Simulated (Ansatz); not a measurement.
# HfHO+ (triplet): the correlation ladder, def2-TZVPP

One table from this session's results is given with a row withheld; the runs are named, their logs left out.

Computed with Ansatz 0.2.0, Gaussian basis. Level: def2-TZVPP, core rule «outside noble gas», up to 5 orbitals frozen.

To be run: UHF; ROHF; CCSD(T) on UHF.

### What is computed

The geometry is a PBE0/def2-TZVP stationary point (not a proven minimum) of the parent state, kept for this charge and spin. No spin-orbit coupling is included. Elements past krypton take def2 core potentials.

3 atoms, charge 1, spin multiplicity 3.

Atoms are counted from 1 here; the program's logs count them from 0.

Bond lengths: Hf1–O2 1.843 Å, Hf1–H3 1.954 Å. Angles: O2–Hf1–H3 153.5°.

The first run:

File in.yaml:

```yaml
crystal:
  periodic: [false, false, false]
  atoms:
    - {symbol: Hf, position_ang: [0.000000, -0.013056, 0.141257]}
    - {symbol: O, position_ang: [0.000000, 0.098311, -1.698045]}
    - {symbol: H, position_ang: [0.000000, 0.751458, 1.939409]}
basis:
  gaussian: {orbitals: def2-TZVPP}
total_charge: 1
magnetization: {spin_polarized: true, initial_magnetization: 2}
hamiltonian: {xc: hf}
output: {orbitals: {seedname: orbitals}}
```

Launch:

```bash
ansatz run in.yaml --threads 1 --pin off --events-out ev --progress --plain --max-ram 4096MiB --backend cpu
```

Among the steps run: UHF; ROHF; CCSD(T) on UHF.

One of the session's tables, all rows but one given; the rest of the session is left out.

It belongs to the step «Misses and costs». 

| method | from UCCSD(T) (kcal/mol) |
| --- | --- |
| ROHF | ? |
| UHF | +190.77 |
| UMP2 | +28.24 |
| UCCSD | +9.80 |
| UCCSD(T) | 0 |

Estimate the missing values for ROHF.

**Answer.** from UCCSD(T) (kcal/mol): +194.99. In the column «from UCCSD(T) (kcal/mol)» it is the highest.
